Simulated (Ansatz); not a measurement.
**ZrH (quartet): from Hartree-Fock to the top rungs, def2-TZVP**

Aim: climb from Hartree-Fock through coupled cluster and multireference methods for ZrH (quartet) at one geometry and basis, and see what each rung misses.

The runs use Ansatz 0.2.0, Gaussian basis; def2-TZVP, core rule «outside noble gas», up to 4 orbitals frozen.

To be run: UHF; CCSD(T) on ROHF; CCSD(T) on UHF; CISD; CCSDT(Q) on ROHF; CCSDT(Q) on UHF; CASSCF and MRCISD+Q, 5 electrons in 7 orbitals; CASSCF and NEVPT2, 5 electrons in 7 orbitals; Full CI.

19 further runs of the same task are left out: 8 for a known fault of the program, 2 that didn't finish, 9 set aside as unsound or not needed.

## Step 1: What is computed

The geometry is a PBE0/def2-TZVP stationary point (not a proven minimum). No spin-orbit coupling is included. Elements past krypton take def2 core potentials.

2 atoms, charge 0, spin multiplicity 4.

Atoms are counted from 1 here; the program's logs count them from 0.

Bond lengths: Zr1–H2 1.859 Å.

Coordinates:

```xyz
2
charge 0, multiplicity 4
Zr    0.00000    0.00000    0.00000
H     0.00000    0.00000    1.85899
```

## Step 2: UHF

in.yaml

```yaml
crystal:
  periodic: [false, false, false]
  atoms:
    - {symbol: Zr, position_ang: [0.000000, 0.000000, 0.000000]}
    - {symbol: H, position_ang: [0.000000, 0.000000, 1.858985]}
basis:
  gaussian: {orbitals: def2-TZVP}
magnetization: {spin_polarized: true, initial_magnetization: 3}
hamiltonian: {xc: hf}
output: {orbitals: {seedname: orbitals}}
```

On the command line:

```console
$ ansatz run in.yaml --threads 1 --pin off --events-out ev --progress --plain --max-ram 2393MiB
```

After this run come: CCSD(T) on ROHF; CCSD(T) on UHF; CISD; CCSDT(Q) on ROHF; CCSDT(Q) on UHF; CASSCF and MRCISD+Q, 5 electrons in 7 orbitals; CASSCF and NEVPT2, 5 electrons in 7 orbitals; Full CI.

**Question.** What will the summary of the whole plan be? Wanted: FCI below the RHF energy; RMP2 from FCI; UMP2 from FCI; RCCSD from FCI; RCCSD(T) from FCI; UCCSD(T) from FCI; RCCSDT(Q) from FCI; UCCSDT(Q) from FCI; NEVPT2 valence from FCI.

The runs gave:

| quantity | value |
| --- | --- |
| FCI below the RHF energy | -1.5991 eV |
| RMP2 from FCI | +38.4 kJ/mol |
| UMP2 from FCI | +29.2 kJ/mol |
| RCCSD from FCI | +3.6 kJ/mol |
| RCCSD(T) from FCI | +0.2 kJ/mol |
| UCCSD(T) from FCI | -8.3 kJ/mol |
| RCCSDT(Q) from FCI | -1.9 kJ/mol |
| UCCSDT(Q) from FCI | -9.8 kJ/mol |
| NEVPT2 valence from FCI | +39.3 kJ/mol |
| MRCISD+Q valence from FCI | -1.6 kJ/mol |
| levels within 1 kcal/mol (43 meV) | RCCSD, RCCSD(T), RCCSDT, RCCSDT(Q), MRCISD valence, MRCISD+Q valence |
| T1 diagnostic | 0.037 |
| effectively unpaired electrons | 3.15 |

What this shows: RCCSD(T) misses by +0.2 kJ/mol, 0.1 % of the correlation energy. CCSD(T) misses by +0.2 kJ/mol on the restricted determinant and by -8.3 kJ/mol on the unrestricted one; the two need not hold the same state or core. UCCSD, UCCSD(T), RCCSDT, UCCSDT, RCCSDT(Q), UCCSDT(Q), MRCISD+Q valence fall below full CI: unrestricted runs freeze a spin-polarised core, another one than full CI's, and coupled cluster isn't variational. One determinant dominates. Of the multireference levels listed MRCISD+Q valence comes nearest in total energy (-1.6 kJ/mol), which doesn't show that its space is the better one. These misses are within one basis, not against nature; the frozen cores of restricted and unrestricted runs differ, which can shift their rows.
